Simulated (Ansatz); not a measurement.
# NbCl2: the cost of one run

Program: Ansatz 0.2.0. Level of theory: DFT PBE, scalar-relativistic, plane waves, PAW. These are calculated values, not measurements.

3 further runs of the same task are left out: 1 that didn't finish, 2 set aside as unsound or not needed.

## (1) The starting structure

The structure is tetragonal, space group I4/mmm (No. 139). The conventional cell has a = 4.429 Å, b = 4.429 Å, c = 7.264 Å, α = 90.00°, β = 90.00°, γ = 90.00°. Around Nb (site symmetry 4/mmm) lie 10 Cl at 2.96 to 3.20 Å. Cl (site symmetry 4mm) is surrounded by 1 Cl at 1.35 Å.

Structure file:

```cif
data_structure
_symmetry_space_group_name_H-M 'I4/mmm'
_symmetry_Int_Tables_number 139
_cell_length_a 4.4292
_cell_length_b 4.4292
_cell_length_c 7.2644
_cell_angle_alpha 90.000
_cell_angle_beta 90.000
_cell_angle_gamma 90.000
_cell_volume 142.51
loop_
_atom_site_label
_atom_site_type_symbol
_atom_site_symmetry_multiplicity
_atom_site_Wyckoff_symbol
_atom_site_fract_x
_atom_site_fract_y
_atom_site_fract_z
_atom_site_occupancy
Nb1 Nb 2 a 0.00000 0.00000 0.00000 1
Cl1 Cl 4 e 0.50000 0.50000 0.09300 1
```

This is candidate A: CaC2 type (I4/mmm, No. 139).

(A quick probe on a coarse mesh, which set the mesh and smearing, is not shown.)

## (3) Rough relaxation on the coarse mesh (candidate A)

input.yaml reads:

```yaml
crystal:
  lattice:
    - [-2.2146142538, 2.2146142538, 3.6321951001]
    - [2.2146142538, -2.2146142538, 3.6321951001]
    - [2.2146142538, 2.2146142538, -3.6321951001]
  atoms:
    - { symbol: Nb, position: [0.0, 0.0, 0.0], spin: 3.03 }
    - { symbol: Cl, position: [0.593, 0.593, 0.0] }
    - { symbol: Cl, position: [0.407, 0.407, 0.0] }
basis:
  ecutwfc: 420
kpoints:
  mp_grid: { grid: [6, 6, 6] }
hamiltonian:
  xc: pbe
scf:
  occupations: { method: gaussian, width: 0.1 }
  lower_state_search: "off"
output:
  forces: true
  stress: true
  eigenvalues: true
  populations: true
magnetization:
  spin_polarized: true
relax:
  adjacent_minimum: "off"
  f_tol: 0.04
  max_steps: 70
  cell: { stress_tol: 0.4 }
```

The run is started by

```sh
$ ansatz run input.yaml --threads 1 --pin off --max-ram 2560MiB --backend cpu --events-out ev --progress --plain --runs-dir out
```

Q: Estimate wall time and peak memory on 1 thread of Arm Neoverse V1, shared host.

About 63 s, with a peak of 0.39 GiB.
